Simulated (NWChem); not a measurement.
# A workflow on the pair BNH3OF···AsH3

Wanted: a single-point energy (singlet BAsNH6OF, TPSS-D2/STO-3G), then a single-point energy (singlet BNH3OF, TPSS-D2/STO-3G), then a single-point energy (singlet AsH3, TPSS-D2/STO-3G), then a single-point energy (singlet BNH3OF, TPSS-D2/STO-3G), then the energy (singlet AsH3, TPSS-D2/STO-3G) of AsBFH6NO and its partners. 

The results are computed with NWChem 7.3.0.

## Step 1: The structure to begin with

The species is BAsNH6OF (11 atoms), meant as a singlet with charge 0. The two molecules were placed rigidly side by side, at 1.3 times their contact distance; the pair isn't optimised.

Bond lengths: N1–B2 1.406 Å, B2–O3 1.363 Å, B2–F4 1.337 Å, N1–H5 1.004 Å, N1–H6 1.003 Å, O3–H7 0.957 Å, As8–H9 1.522 Å, As8–H10 1.522 Å, As8–H11 1.522 Å. Angles: N1–B2–O3 125.7°, N1–B2–F4 118.3°, O3–B2–F4 116.0°, B2–N1–H5 121.1°, B2–N1–H6 124.7°, B2–O3–H7 114.6°, H5–N1–H6 114.2°, H9–As8–H10 92.0°, H9–As8–H11 92.0°, H10–As8–H11 92.0°.

## Step 2: A single-point energy at TPSS-D2/STO-3G (run 1)

The input, nw.nw:

```
start nw
memory 2200 mb
charge 0

geometry units angstrom noautosym nocenter noautoz
  N       -0.540540       0.763110      -0.025570
  B        0.030560      -0.495990      -0.282270
  O        1.097560      -1.034590       0.373530
  F       -0.503540      -1.248490      -1.249770
  H       -1.329140       1.091410      -0.553170
  H       -0.218840       1.404010       0.675030
  H        1.463960      -0.479490       1.062230
  As       0.993230       2.769050       4.734150
  H       -0.137540       3.635230       4.198800
  H        2.039120       3.573150       3.975860
  H        0.847610       1.778170       3.588480
end

basis spherical bse
  N library STO-3G
  B library STO-3G
  O library STO-3G
  F library STO-3G
  H library STO-3G
  As library STO-3G
end

dft
  xc xtpss03 ctpss03
  disp vdw 2
  grid fine
  convergence energy 1e-08
  iterations 100
  mulliken
  print low
end

task dft
```

Command:

```
$ nwchem nw.nw > nw.out
```

Log:

```text
[...]
 d= 0,ls=0.0,diis     1  -2465.2997618518 -2.72D+03  4.59D-02  8.31D-01     1.5
[...]
 d= 0,ls=0.0,diis    10  -2465.4528583709 -4.90D-10  1.06D-07  4.89D-12    10.3
         Total DFT energy =    -2465.452858370877
      One electron energy =    -3952.159710240350
           Coulomb energy =     1351.059021596379
    Exchange-Corr. energy =     -116.416578968882
 Nuclear repulsion energy =      252.068764931598
    Dispersion correction =       -0.004355689622
[...]
      Total Density - Mulliken Population Analysis
     ---------------------------------------------
    Atom       Charge   Shell Charges
 -----------   ------   -------------------------------------------------------
    1 N    7     7.49   1.99  1.47  4.03
    2 B    5     4.62   1.99  0.73  1.90
    3 O    8     8.33   2.00  1.82  4.51
    4 F    9     9.13   2.00  1.94  5.19
    5 H    1     0.81   0.81
    6 H    1     0.82   0.82
    7 H    1     0.79   0.79
    8 As  33    32.76   2.00  2.00  6.00  2.00  5.94  1.77  3.11  9.95
    9 H    1     1.08   1.08
   10 H    1     1.08   1.08
[...]
```

Run time: 11 s. Hardware: 1 thread of Intel Xeon Platinum 8259CL at 2.50GHz (Skylake/Cascade Lake), shared host; peak memory 0.12 GiB.

## Step 3: BNH3OF: the energy at TPSS-D2/STO-3G (run 2)

The input, nw.nw:

```
start nw
memory 2200 mb
charge 0

geometry units atomic noautosym nocenter noautoz
 N     -1.02147256     1.44206890    -0.04832030
 B      0.05775003    -0.93728526    -0.53341299
 O      2.07408781    -1.95509175     0.70586940
 F     -0.95155269    -2.35930417    -2.36172302
 H     -2.51171058     2.06246599    -1.04533980
 H     -0.41354767     2.65319438     1.27562183
 H      2.76648346    -0.90610478     2.00732378
end

basis spherical bse
 N library STO-3G
 B library STO-3G
 O library STO-3G
 F library STO-3G
 H library STO-3G
end

dft
 xc xtpss03 ctpss03
 disp vdw 2
 grid fine
 convergence energy 1e-08
 maxiter 100
 mulliken
 print low
end

task dft energy
```

Command:

```
$ nwchem nw.nw > nw.out
```

Log:

```text
[...]
 d= 0,ls=0.0,diis     1   -252.9761329631 -3.68D+02  8.52D-02  7.20D-01     0.6
[...]
 d= 0,ls=0.0,diis    10   -253.1157821579 -7.71D-11  2.46D-07  2.40D-11     4.1
         Total DFT energy =     -253.115782157938
      One electron energy =     -578.221294634061
           Coulomb energy =      241.960597757084
    Exchange-Corr. energy =      -31.511242718831
 Nuclear repulsion energy =      114.658705431884
    Dispersion correction =       -0.002547994013
[...]
      Total Density - Mulliken Population Analysis
     ---------------------------------------------
    Atom       Charge   Shell Charges
 -----------   ------   -------------------------------------------------------
    1 N    7     7.49   1.99  1.47  4.03
    2 B    5     4.62   1.99  0.73  1.90
    3 O    8     8.33   2.00  1.82  4.51
    4 F    9     9.13   2.00  1.94  5.19
    5 H    1     0.81   0.81
    6 H    1     0.82   0.82
    7 H    1     0.79   0.79
[...]
```

Run time: 4.8 s. Hardware: 1 thread of Intel Xeon Platinum 8259CL at 2.50GHz (Skylake/Cascade Lake), shared host; peak memory 0.11 GiB.

## Step 4: AsH3: a single-point energy at TPSS-D2/STO-3G (run 3)

The input, ash3.nw:

```
start ash3
title "AsH3"
memory stack 880 mb heap 220 mb global 1100 mb

geometry noautosym nocenter noautoz
 As     0.993230     2.769050     4.734150
 H     -0.137540     3.635230     4.198800
 H      2.039120     3.573150     3.975860
 H      0.847610     1.778170     3.588480
end

basis "ao basis" spherical bse
 As library STO-3G
 H library STO-3G
end

dft
 xc xtpss03 ctpss03
 disp vdw 2
 grid fine
 convergence energy 1e-08
 iterations 100
 mulliken
 print low
end

task dft
```

Command:

```
$ nwchem ash3.nw > ash3.out
```

Log:

```text
[...]
 d= 0,ls=0.0,diis     1  -2212.3239957666 -2.25D+03  2.09D-02  1.08D-01     0.5
[...]
 d= 0,ls=0.0,diis     6  -2212.3367681179 -5.93D-10  7.45D-08  6.05D-13     2.0
         Total DFT energy =    -2212.336768117925
      One electron energy =    -3169.808785052085
           Coulomb energy =     1007.225513547078
    Exchange-Corr. energy =      -84.905427861270
 Nuclear repulsion energy =       35.153207785733
    Dispersion correction =       -0.001276537381
[...]
      Total Density - Mulliken Population Analysis
     ---------------------------------------------
    Atom       Charge   Shell Charges
 -----------   ------   -------------------------------------------------------
    1 As  33    32.77   2.00  2.00  6.00  2.00  5.94  1.76  3.12  9.95
    2 H    1     1.08   1.08
    3 H    1     1.08   1.08
    4 H    1     1.08   1.08
[...]
```

Wall time 2.5 s (1 thread of Intel Xeon Platinum 8259CL at 2.50GHz (Skylake/Cascade Lake), shared host); peak memory 0.11 GiB.

## Step 5: BNH3OF among ghost functions: a single-point energy at TPSS-D2/STO-3G (with ghost functions) (run 4)

The input, bfh3no.nw:

```
start bfh3no
title "BFH3NO TPSS"
memory stack 880 mb heap 220 mb global 1100 mb

geometry noautosym nocenter noautoz
N     -0.540540     0.763110    -0.025570
B      0.030560    -0.495990    -0.282270
O      1.097560    -1.034590     0.373530
F     -0.503540    -1.248490    -1.249770
H     -1.329140     1.091410    -0.553170
H     -0.218840     1.404010     0.675030
H      1.463960    -0.479490     1.062230
bqAs     0.993230     2.769050     4.734150
bqH     -0.137540     3.635230     4.198800
bqH      2.039120     3.573150     3.975860
bqH      0.847610     1.778170     3.588480
end

basis spherical bse
N library STO-3G
B library STO-3G
O library STO-3G
F library STO-3G
H library STO-3G
bqAs library As STO-3G
bqH library H STO-3G
end

dft
xc xtpss03 ctpss03
disp vdw 2
grid fine
convergence energy 1e-08
maxiter 100
mulliken
print low
end

task dft energy
```

Command:

```
$ nwchem bfh3no.nw > bfh3no.out
```

Log:

```text
[...]
 d= 0,ls=0.0,diis     1   -252.9760987236 -3.68D+02  7.72D-02  7.58D-01     1.3
[...]
 d= 0,ls=0.5,diis    25   -253.1157916035 -5.25D-09  1.55D-06  1.11D-08    23.1
         Total DFT energy =     -253.115791605517
      One electron energy =     -578.221039005575
           Coulomb energy =      241.960297057397
    Exchange-Corr. energy =      -31.511215375670
 Nuclear repulsion energy =      114.658713712190
    Dispersion correction =       -0.002547993859
[...]
      Total Density - Mulliken Population Analysis
     ---------------------------------------------
    Atom       Charge   Shell Charges
 -----------   ------   -------------------------------------------------------
    1 N    7     7.49   1.99  1.47  4.03
    2 B    5     4.62   1.99  0.73  1.90
    3 O    8     8.33   2.00  1.82  4.51
    4 F    9     9.13   2.00  1.94  5.19
    5 H    1     0.81   0.81
    6 H    1     0.82   0.82
    7 H    1     0.79   0.79
    8 X    0    -0.00  -0.00 -0.00 -0.00 -0.00 -0.00 -0.00 -0.00 -0.00
    9 X    0     0.00   0.00
   10 X    0     0.00   0.00
[...]
```

Wall time 25 s (1 thread of Intel Xeon Platinum 8259CL at 2.50GHz (Skylake/Cascade Lake), shared host); peak memory 0.12 GiB.

## Step 6: AsH3 among ghost functions: the energy at TPSS-D2/STO-3G (with ghost functions) (run 5)

The input, ash3.nw:

```
START ash3
TITLE "AsH3 energy"
memory total 2200 mb
GEOMETRY units bohr noautosym nocenter noautoz
  As  1.87693268  5.23274613  8.94624693
  H  -0.25991293  6.86958910  7.93458205
  H   3.85337834  6.75227490  7.51328651
  H   1.60175076  3.36025430  6.78124440
  bqN     -1.021473     1.442069    -0.048320
  bqB      0.057750    -0.937285    -0.533413
  bqO      2.074088    -1.955092     0.705869
  bqF     -0.951553    -2.359304    -2.361723
  bqH     -2.511711     2.062466    -1.045340
  bqH     -0.413548     2.653194     1.275622
  bqH      2.766483    -0.906105     2.007324
END
BASIS spherical bse
  As library STO-3G
  H library STO-3G
  bqN library N STO-3G
  bqB library B STO-3G
  bqO library O STO-3G
  bqF library F STO-3G
  bqH library H STO-3G
END
DFT
  xc xtpss03 ctpss03
  disp vdw 2
  grid fine
  convergence energy 1e-08
  maxiter 100
  mulliken
  print low
END
TASK dft energy
```

Command:

```
$ nwchem ash3.nw > ash3.out
```

Log:

```text
[...]
 d= 0,ls=0.0,diis     1  -2212.3229222189 -2.25D+03  8.22D-02  7.12D+00     1.3
[...]
 d= 0,ls=0.5,diis    22  -2212.3368045494 -4.87D-09  2.17D-06  5.27D-09    21.2
         Total DFT energy =    -2212.336804551046
      One electron energy =    -3169.807585498569
           Coulomb energy =     1007.224226223952
    Exchange-Corr. energy =      -84.905373993094
 Nuclear repulsion energy =       35.153205253770
    Dispersion correction =       -0.001276537105
[...]
      Total Density - Mulliken Population Analysis
     ---------------------------------------------
    Atom       Charge   Shell Charges
 -----------   ------   -------------------------------------------------------
    1 As  33    32.77   2.00  2.00  6.00  2.00  5.94  1.76  3.12  9.95
    2 H    1     1.08   1.08
    3 H    1     1.08   1.08
    4 H    1     1.08   1.08
    5 X    0    -0.00  -0.00 -0.00 -0.00
    6 X    0     0.00  -0.00  0.00  0.00
    7 X    0    -0.00  -0.00 -0.00 -0.00
    8 X    0     0.00   0.00  0.00  0.00
    9 X    0     0.00   0.00
   10 X    0     0.00   0.00
[...]
```

Wall time 23 s (1 thread of Intel Xeon Platinum 8259CL at 2.50GHz (Skylake/Cascade Lake), shared host); peak memory 0.12 GiB.

## Step 7: Results

```
                                                                                                                  quantity           value
                                                                                       run 1, TPSS-D2/STO-3G: total energy  -2465.45286 Eh
                                                                                  run 1, TPSS-D2/STO-3G: dispersion energy   -11.44 kJ/mol
                                                                                                      BNH3OF: total energy   -253.11578 Eh
                                                                                                 BNH3OF: dispersion energy    -6.69 kJ/mol
                                                                                                        AsH3: total energy  -2212.33677 Eh
                                                                                                   AsH3: dispersion energy    -3.35 kJ/mol
                                                                                BNH3OF among ghost functions: total energy   -253.11579 Eh
                                                                           BNH3OF among ghost functions: dispersion energy    -6.69 kJ/mol
                                                                                  AsH3 among ghost functions: total energy  -2212.33680 Eh
                                                                             AsH3 among ghost functions: dispersion energy    -3.35 kJ/mol
              interaction energy of the rigid parts BNH3OF and AsH3 (parts in their own basis; closest atoms 3.12 Å apart)       -0.008 eV
interaction energy of the rigid parts BNH3OF and AsH3 (parts in the whole basis, counterpoise; closest atoms 3.12 Å apart)       -0.007 eV
```

What this shows: The interaction energy of the rigid parts BNH3OF and AsH3 (parts in their own basis; closest atoms 3.12 Å apart) is −0.01 eV (−0.8 kJ/mol). Without counterpoise this holds the superposition error of the basis. The interaction energy of the rigid parts BNH3OF and AsH3 (parts in the whole basis, counterpoise; closest atoms 3.12 Å apart) is −0.01 eV (−0.7 kJ/mol). The basis-set superposition error is 0.1 kJ/mol. Mulliken charges (run 1, TPSS-D2/STO-3G) run from -0.49 on N1 to +0.38 on B2; they depend strongly on the basis. Mulliken charges (AsH3) run from -0.08 on H2 to +0.23 on As1; they depend strongly on the basis.
